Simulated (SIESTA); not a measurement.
The system is NaFeO3.

```
CELL_PARAMETERS angstrom
2.54095 1.46702 5.26362
-2.54095 1.46702 5.26362
0.00000 -2.93404 5.26362
ATOMIC_POSITIONS crystal
Fe 0.83636 0.83636 0.83636
Fe 0.16364 0.16364 0.16364
Na 0.63920 0.63920 0.63920
Na 0.36080 0.36080 0.36080
O 0.43927 0.82175 0.03750
O 0.17825 0.96250 0.56073
O 0.96250 0.56073 0.17825
O 0.03750 0.43927 0.82175
O 0.82175 0.03750 0.43927
O 0.56073 0.17825 0.96250
```

The cell comes from a database or a generator and needn't be the stable form of this composition.

- Program: SIESTA 5.4.2
- Task: single point
- Functional: PBEsol
- Potentials or basis: PseudoDojo 0.4 standard (PBEsol files)
- Basis: DZP (energy shift 0.003 Ry; two zetas on semicore shells)
- Grid cutoff: 800 Ry
- Energy shift: 0.003 Ry
- k mesh: 6 × 6 × 6
- Occupations: fermi-dirac, width 0.05 eV
- Spin: collinear spin, ferromagnetic start
- Starting moments: [3.0, 3.0, 0.0, 0.0, 0.0, 0.0, 0.0, 0.0, 0.0, 0.0] μB

On this cell: pressure -8.4 GPa; largest force 0.562 eV/Å; net moment 5.98 μB per cell; site moments Fe +2.38; Na +0.00; O +0.20 μB; band gap on the k mesh 0.23 eV, indirect (least direct gap 0.36 eV).

The same run follows on a disturbed copy (atoms moved at random, drawn with an rms of 0.05 Å):

```
Fe Na O
1.0
     2.54095    1.46702    5.26362
    -2.54095    1.46702    5.26362
     0.00000   -2.93404    5.26362
Fe Na O
2 2 6
Direct
  0.83351 0.83401 0.84580
  0.16372 0.16389 0.16457
  0.62725 0.64392 0.65062
  0.35138 0.35748 0.37361
  0.44712 0.81940 0.03097
  0.19180 0.95400 0.55656
  0.95683 0.56463 0.17959
  0.04386 0.44257 0.81864
  0.82654 0.03137 0.44004
  0.56530 0.16581 0.97532
```

What changes?

The energy moves by +7.0 meV/atom; pressure -8.2 GPa; largest force 1.138 eV/Å; net moment 5.98 μB per cell; site moments Fe +2.36, +2.39; Na +0.00; O +0.18, +0.20, +0.19, +0.21, +0.22 μB; band gap on the k mesh 0.22 eV, indirect (least direct gap 0.35 eV).

Forces on the atoms (eV/Å):
```
Fe   0.214  0.695 -0.002
Fe   0.224 -0.450 -0.285
Na   0.251  0.037 -0.042
Na   0.074  0.153  0.067
O   -0.436 -0.073  0.433
O   -0.815 -0.228 -0.761
O    0.408 -0.082 -0.233
O    0.022 -0.495  0.442
O    0.154  0.306  0.707
O   -0.097  0.136 -0.328
```

Stress tensor (GPa, compression positive):
```
-8.88 -0.18  0.01
-0.18 -9.67 -0.36
 0.01 -0.36 -6.08
```

Caveats: short orbitals over semicore shells can move pressures by several GPa; the basis of atomic orbitals isn't converged, which shifts pressures, moduli and gaps; only a ferromagnetic start was run, and an antiferromagnetic order may lie lower in energy.

A k mesh can miss the band edges.
